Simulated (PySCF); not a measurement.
# CHBrClF (Bromochlorofluoromethane): the cost of one run

Programs: PySCF 2.14.0, with routines of our own; each step states its level. All values are computed. Atoms count from 0.

### Step 1. The starting structure

5 atoms, charge 0, multiplicity 1; geometry from: GFN2-xTB.

### Step 2. Optimising the geometry at PBE0-D3(BJ)/def2-SVP

Job settings and geometry (Å):

```
{"job": {"xc": "PBE0", "basis": "def2-SVP", "d3": "d3bj", "grid": 1, "maxiter": 30, "shake": 0.01, "kind": "geom"}, "charge": 0, "multiplicity": 1}
F     -0.152070     1.119400    -0.767990
C     -0.066110     0.108600     0.066380
Cl    -1.328310    -1.097850    -0.308650
Br     1.763720    -0.627800    -0.113530
H     -0.183660     0.463680     1.085900
```

Run with:

```console
> OMP_NUM_THREADS=1 python heavy_run.py task.json out
```

This one command runs all jobs of the session in turn.

Q: Estimate the wall time and peak memory of this first job on 1 thread of Arm Neoverse N1, shared host.

About 31 s, with a peak of 0.35 GiB.
